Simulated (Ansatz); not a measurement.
# Ca4Bi2O: bonding charge in real space

Aim: see in Ca4Bi2O how the density differs from that of free atoms, which states sit where, how the density follows a moved atom, where an added electron goes and how charge passes between sublattices. The geometry is as listed and is not relaxed.

Computed with Ansatz 0.2.0 (DFT LDA, scalar-relativistic, plane waves, PAW, unless a step's input says otherwise).

**1. The structure to begin with**

It takes space group I4/mmm (No. 139, tetragonal). Conventional cell: a = 4.753 Å, b = 4.753 Å, c = 16.538 Å, α = 90.00°, β = 90.00°, γ = 90.00°. Ca (site symmetry 4mm) has 1 O at 2.69 Å as nearest neighbours. Ca (site symmetry mmm) has 2 O at 2.38 Å as nearest neighbours. Bi (site symmetry 4mm) has 9 Ca at 3.25 to 3.38 Å as nearest neighbours. O (site symmetry 4/mmm) has 6 Ca at 2.38 to 2.69 Å as nearest neighbours.

As a file:

```
Ca Bi O
1.0
     0.00000   -4.75323    0.00000
     4.75323    0.00000    0.00000
    -2.37662    2.37662    8.26896
Ca Bi O
4 2 1
Direct
  0.33728 0.33728 0.67456
  0.50000 0.00000 0.00000
  0.66272 0.66272 0.32544
  0.00000 0.50000 0.00000
  0.14076 0.14076 0.28152
  0.85924 0.85924 0.71848
  0.50000 0.50000 0.00000
```

The structure comes from the Materials Project (structure only).

**2. Ground state at the listed geometry**

Input file input.yaml:

```yaml
crystal:
  lattice:
    - [0.0, -4.7532325118, 0.0]
    - [4.7532325118, 0.0, 0.0]
    - [-2.3766162559, 2.3766162559, 8.2689634701]
  atoms:
    - { symbol: Ca, position: [0.33727865, 0.33727865, 0.6745573] }
    - { symbol: Ca, position: [0.5, 0.0, 0.0] }
    - { symbol: Ca, position: [0.66272135, 0.66272135, 0.3254427] }
    - { symbol: Ca, position: [0.0, 0.5, 0.0] }
    - { symbol: Bi, position: [0.14075792, 0.14075792, 0.28151584] }
    - { symbol: Bi, position: [0.85924208, 0.85924208, 0.71848416] }
    - { symbol: O, position: [0.5, 0.5, 0.0] }
basis:
  ecutwfc: 420
  fft_grid_basis: typed
kpoints:
  mp_grid: { grid: [6, 6, 6] }
hamiltonian:
  xc: lda
  pseudopotentials: { kind: paw }
scf:
  occupations: { method: gaussian, width: 0.05 }
output:
  forces: true
  stress: true
  eigenvalues: true
  bader: true
  write_density: true
  volumetric_format: npy
  elf: true
```

Started as:

```console
$ ansatz run input.yaml --threads 2 --pin off --max-ram 4096MiB --backend cpu --events-out ev --progress --plain --runs-dir out
```

**4. Energy-resolved densities and projections**

The windows are set from the levels of the base run, in eV from its Fermi level.

input.yaml, as its differences from that of step 2:

```diff
@@ -23,9 +23,28 @@
   occupations: { method: gaussian, width: 0.05 }
+  n_extra_bands: 7
 output:
   forces: true
-  stress: true
+  stress: false
   eigenvalues: true
-  bader: true
-  write_density: true
+  bader: false
+  write_density: false
   volumetric_format: npy
-  elf: true
+  band_densities:
+    - { e_range: [-0.99, -0.38] }
+    - { e_range: [0.37, 0.98] }
+    - { e_range: [-4.93, -3.4] }
+    - { e_range: [-3.4, -1.89] }
+    - { e_range: [-4.94, -0.36] }
+    - { e_range: [-10.75, -10.15] }
+    - { e_range: [-17.97, -17.15] }
+  dos:
+    e_range: [-30, 8]
+    de: 0.02
+    method: { smearing: { sigma: 0.03, scheme: gaussian } }
+    projected: { site_lists: { Bi: [Bi], Ca: [Ca], O: [O] } }
+checkpoint:
+  read: start.run
+  write: ck
+  compress: false
+  write_wavefunctions: false
+  write_every: 100000
```

**5. Moving Ca1 by 0.05 Å**

The shift is (-0.008, 0.045, 0.019) Å; all periodic copies of the atom move with it.

input.yaml, as its differences from that of step 2:

```diff
@@ -6,3 +6,3 @@
   atoms:
-    - { symbol: Ca, position: [0.33727865, 0.33727865, 0.6745573] }
+    - { symbol: Ca, position: [0.328918903, 0.3367169293, 0.6769077653] }
     - { symbol: Ca, position: [0.5, 0.0, 0.0] }
@@ -30,2 +30 @@
   volumetric_format: npy
-  elf: true
```

**6. Adding 0.2 electron a cell**

A uniform background keeps the cell neutral, and the atoms stay fixed.

input.yaml, as its differences from that of step 2:

```diff
@@ -13,2 +13,3 @@
     - { symbol: O, position: [0.5, 0.5, 0.0] }
+total_charge: -0.2
 basis:
@@ -30,2 +31 @@
   volumetric_format: npy
-  elf: true
```

**7. The crystal without its Ca atoms**

The atoms left keep their places in the same cell.

Input file input.yaml:

```yaml
crystal:
  lattice:
    - [0.0, -4.7532325118, 0.0]
    - [4.7532325118, 0.0, 0.0]
    - [-2.3766162559, 2.3766162559, 8.2689634701]
  atoms:
    - { symbol: Bi, position: [0.14075792, 0.14075792, 0.28151584] }
    - { symbol: Bi, position: [0.85924208, 0.85924208, 0.71848416] }
    - { symbol: O, position: [0.5, 0.5, 0.0], spin: 1.0 }
magnetization:
  spin_polarized: true
basis:
  ecutwfc: 420
  fft_grid_basis: typed
kpoints:
  mp_grid: { grid: [6, 6, 6] }
hamiltonian:
  xc: lda
  pseudopotentials: { kind: paw }
scf:
  occupations: { method: gaussian, width: 0.1 }
output:
  forces: true
  stress: true
  eigenvalues: true
  bader: true
  write_density: true
  volumetric_format: npy
  populations: true
```

**8. The Ca sublattice alone**

The atoms left keep their places in the same cell.

input.yaml, as its differences from that of step 2:

```diff
@@ -10,5 +10,2 @@
     - { symbol: Ca, position: [0.0, 0.5, 0.0] }
-    - { symbol: Bi, position: [0.14075792, 0.14075792, 0.28151584] }
-    - { symbol: Bi, position: [0.85924208, 0.85924208, 0.71848416] }
-    - { symbol: O, position: [0.5, 0.5, 0.0] }
 basis:
@@ -22,3 +19,3 @@
 scf:
-  occupations: { method: gaussian, width: 0.05 }
+  occupations: { method: gaussian, width: 0.1 }
 output:
@@ -30,2 +27 @@
   volumetric_format: npy
-  elf: true
```

(Steps that only read results are left out.)

Q: Predict the outcome of this session. Wanted: gap on the mesh; pressure; Bader charges; the top of the valence band; the bottom of the conduction band; stiffness against the shift of Ca1.

The runs gave:

```
                          quantity                                   value
                   gap on the mesh                                 0.77 eV
                          pressure                                -3.7 GPa
                     Bader charges  Ca +1.29 to +1.32, Bi -1.85, O -1.51 e
       the top of the valence band                            Bi 6p (95 %)
 the bottom of the conduction band                            Ca 4s (85 %)
stiffness against the shift of Ca1                               2.4 eV/Å²
```

**Reading.** In space (atomic cells sized by Bader volumes, not orbital character) the change of density that the added electron brings, screening included, divides as Bi about 55 %, Ca about 40 % and O little; this need not match the band edge's orbital character. Spin-orbit coupling is left out, which matters for the bands of Bi.

The gaps are Kohn-Sham values of a semilocal functional, not quasiparticle or optical gaps. Such gaps usually fall short of the measured ones; spin-orbit coupling, left out here, narrows gaps with Bi, so the two errors partly cancel.
